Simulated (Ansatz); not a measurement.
**BrH4InN2: up Jacob's ladder to CCSD(T)**

One table from this session's results is given with a row withheld; the runs are named, their logs left out.

Method: functionals in def2-TZVPP, the program's frozen cores in correlated methods; program: Ansatz 0.2.0, Gaussian basis.

The runs, in order: LDA (SPW92), PBE-D4, revPBE-D4, BLYP-D4, r2SCAN-D4, B97M-V, PBE0-D4, B3LYP-D4, r2SCANh-D4, r2SCAN0-D4, HSE06-D4, BHLYP-D4, CAM-B3LYP-D4, LC-ωPBE, ωB97X-V, ωB97M-V, B2PLYP, PBE-QIDH; CCSD(T)/def2-SVP; CCSD(T)/def2-TZVPP; MP2/def2-QZVPP; extrapolation to the limit; RPA on PBE.

### Structure used throughout

An earlier PBE0-D4 in a triple-zeta def2 set relaxation fixed the geometry. In takes the def2 core potential; no spin-orbit term is included.

SMILES `[NH2][In]([NH2])[Br]`, 8 atoms, charge 0, spin multiplicity 1.

Atoms are counted from 1 here; the program's logs count them from 0.

Bond lengths: N1–In2 2.010 Å, N1–H5 1.010 Å, N1–H6 1.010 Å, In2–N3 2.010 Å, In2–Br4 2.474 Å, N3–H7 1.010 Å, N3–H8 1.010 Å. Angles: In2–N1–H5 114.7°, In2–N1–H6 117.0°, H5–N1–H6 109.1°, N1–In2–N3 127.7°, N1–In2–Br4 115.6°, N3–In2–Br4 115.6°, In2–N3–H7 114.7°, In2–N3–H8 117.0°, H7–N3–H8 109.1°.

Set-up of the first run:

in.yaml

```yaml
crystal:
  periodic: [false, false, false]
  atoms:
    - {symbol: N, position_ang: [-0.806918, 1.671640, 0.052364]}
    - {symbol: In, position_ang: [-0.187457, -0.199516, -0.342154]}
    - {symbol: N, position_ang: [0.818531, -1.443164, 0.875185]}
    - {symbol: Br, position_ang: [-1.147923, -1.237115, -2.372700]}
    - {symbol: H, position_ang: [-1.123111, 2.190585, -0.754911]}
    - {symbol: H, position_ang: [-0.188237, 2.254429, 0.598480]}
    - {symbol: H, position_ang: [1.200058, -2.261222, 0.421102]}
    - {symbol: H, position_ang: [1.527158, -1.032736, 1.466835]}
basis:
  gaussian: {orbitals: def2-TZVPP}
hamiltonian: {xc: lda}
output: {orbitals: {seedname: orbitals}}
```

Steps of the session up to this table: LDA; PBE-D4 (GGA); revPBE-D4 (GGA); BLYP-D4 (GGA); r2SCAN-D4 (meta-GGA); B97M-V (meta-GGA); PBE0-D4 (hybrid); B3LYP-D4 (hybrid); r2SCANh-D4 (hybrid); r2SCAN0-D4 (hybrid); HSE06-D4 (hybrid); BHLYP-D4 (hybrid); CAM-B3LYP-D4 (range-separated); LC-ωPBE-D4 (range-separated; the results give it without D4); ωB97X-V (range-separated); ωB97M-V (range-separated); B2PLYP (double hybrid); PBE-QIDH (double hybrid).

One of the session's tables, all rows but one given; the rest of the session is left out.

It belongs to the step «Orbital energies across the functionals». 

| functional | HOMO (eV) | LUMO (eV) | gap (eV) |
| --- | --- | --- | --- |
| LDA (SPW92) | -6.17 | -2.51 | 3.66 |
| PBE-D4 | -5.97 | -2.24 | 3.73 |
| revPBE-D4 | ? | ? | ? |
| BLYP-D4 | -5.84 | -2.22 | 3.62 |
| r2SCAN-D4 | -6.26 | -2.01 | 4.25 |
| B97M-V | -6.28 | -2.12 | 4.16 |
| PBE0-D4 | -7.34 | -1.40 | 5.94 |
| B3LYP-D4 | -7.09 | -1.72 | 5.37 |
| r2SCANh-D4 | -6.77 | -1.71 | 5.07 |
| r2SCAN0-D4 | -7.55 | -1.26 | 6.29 |
| HSE06-D4 | -6.93 | -1.77 | 5.17 |
| BHLYP-D4 | -8.61 | -0.64 | 7.97 |
| CAM-B3LYP-D4 | -8.75 | -0.52 | 8.23 |
| LC-ωPBE | -10.16 | 0.72 | 10.88 |
| ωB97X-V | -9.77 | 0.55 | 10.31 |
| ωB97M-V | -9.67 | 0.33 | 10.00 |

**Question.** Estimate the row for revPBE-D4.

**Answer.** HOMO (eV): -5.89; LUMO (eV): -2.13; gap (eV): 3.77. In the column «HOMO (eV)» it lies between PBE-D4 (-5.97) and BLYP-D4 (-5.84).
